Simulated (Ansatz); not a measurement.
Below is the output of a Python script on Ansatz's Python interface that makes a single point in a Gaussian basis of C₂H₃BF₂O, SMILES O=CCB(F)F. Write a script that gives it. Use: MP2, def2-SVP basis, multiplicity 1.

```
atom    x (Å)    y (Å)    z (Å)
   O  -1.3082  -1.6049   0.2649
   C  -0.2939  -1.2627  -0.2616
   C   0.4876  -0.1208   0.2642
   B  -0.1178   1.2782  -0.0315
   F  -0.4217   1.6705  -1.4115
   F  -0.5780   2.1536   1.0574
   H   0.1025  -1.8296  -1.1034
   H   0.6941  -0.2274   1.3669
   H   1.5240  -0.1032  -0.1624
```

```console
$ python energy.py
converged              True
free_energy_ev         -10247.69794207422
reference_energy_ev    -10223.23497431478
n_frozen               6
n_occupied             [17, 17]
n_virtual              [76, 76]
correlation energy -24.46297 eV
<S^2> = 0.0  all-electron relativity setting: none
passes: {'evaluations': 14, 'products': 46}
occupied orbitals by irrep: [{'A': 23}, {'A': 23}]
Alpha     -21.109 eV  occupation 2
Alpha     -19.772 eV  occupation 2
Alpha     -19.457 eV  occupation 2
Alpha     -19.025 eV  occupation 2
Alpha     -18.499 eV  occupation 2
Alpha     -17.792 eV  occupation 2
Alpha     -17.640 eV  occupation 2
Alpha     -17.458 eV  occupation 2
Alpha     -16.541 eV  occupation 2
Alpha     -15.350 eV  occupation 2
Alpha     -14.145 eV  occupation 2
Alpha     -12.303 eV  occupation 2
Alpha       2.565 eV  occupation 0
Alpha       3.389 eV  occupation 0
Alpha       4.226 eV  occupation 0
Alpha       5.546 eV  occupation 0
Alpha       6.124 eV  occupation 0
Alpha       6.474 eV  occupation 0
```

One script that gives this output:

The script, `energy.py`:
```python
"""Single point of C2H3BF2O."""

from pathlib import Path

import ansatz as az


def main() -> None:
    geometry_ang = [
        ("O", [-1.3082, -1.6049, 0.2649]),
        ("C", [-0.2939, -1.2627, -0.2616]),
        ("C", [0.4876, -0.1208, 0.2642]),
        ("B", [-0.1178, 1.2782, -0.0315]),
        ("F", [-0.4217, 1.6705, -1.4115]),
        ("F", [-0.578, 2.1536, 1.0574]),
        ("H", [0.1025, -1.8296, -1.1034]),
        ("H", [0.6941, -0.2274, 1.3669]),
        ("H", [1.524, -0.1032, -0.1624]),
    ]
    molecule = az.Crystal.molecule()
    for symbol, xyz in geometry_ang:
        molecule = molecule.atom(symbol, xyz)

    job = (
        molecule.calculation()
        .basis(gaussian="def2-SVP")
        .correlation("mp2", electrons="valence")
        .orbitals()
    )
    outcome = job.run(threads=1, runs_dir="runs")
    summary = outcome.report

    for key in ("converged", "free_energy_ev", "reference_energy_ev", "n_frozen", "n_occupied", "n_virtual"):
        print(f"{key:22s} {summary[key]}")

    print("correlation energy", round(summary["free_energy_ev"] - summary["reference_energy_ev"], 5), "eV")
    cluster = summary["correlation"].get("coupled_cluster")
    if cluster:
        print("cycles", cluster["cycles"], " T1 diagnostic", round(cluster["t1_diagnostic"], 4), " largest double", round(cluster["largest_double"], 4))

    field = summary["mean_field"]
    print("<S^2> =", round(abs(field["state"]["spin_squared"]), 4), " all-electron relativity setting:", field["relativity"])
    print("passes:", field["passes"])
    if "symmetry" in field:
        print("occupied orbitals by irrep:", field["symmetry"]["occupied"])

    lines = Path(summary["orbitals_path"]).read_text().splitlines()
    field_of = lambda key: [line.split("=")[1].strip() for line in lines if line.startswith(key)]
    orbitals = [(27.211386 * float(e), s, float(n)) for e, s, n in zip(field_of("Ene="), field_of("Spin="), field_of("Occup="))]
    homo = max(e for e, _, n in orbitals if n > 0.5)
    lumo = min(e for e, _, n in orbitals if n < 0.5)
    for e, spin, n in sorted(orbitals):
        if homo - 10 < e < lumo + 5:
            print(f"{spin:6s} {e:10.3f} eV  occupation {n:.0f}")


if __name__ == "__main__":
    main()
```

Notes:
- These settings explore the input space; basis and method may be short of convergence.
- The geometry is a force-field or estimated start, not a minimum of this method, and the basis set is short of its limit.
- Alpha marks a spatial orbital of a restricted run, filled by both spins.
- Levels such as HOMO and LUMO are orbital energies: in Hartree-Fock the gap is too wide and the LUMO hangs on the basis.
- Inner cores stay frozen, so this is valence correlation.
- S² is that of the Hartree-Fock reference.
- Run time: 2.5 s on 1 thread of Arm Neoverse V1 (shared host), peak memory 0.21 GiB.
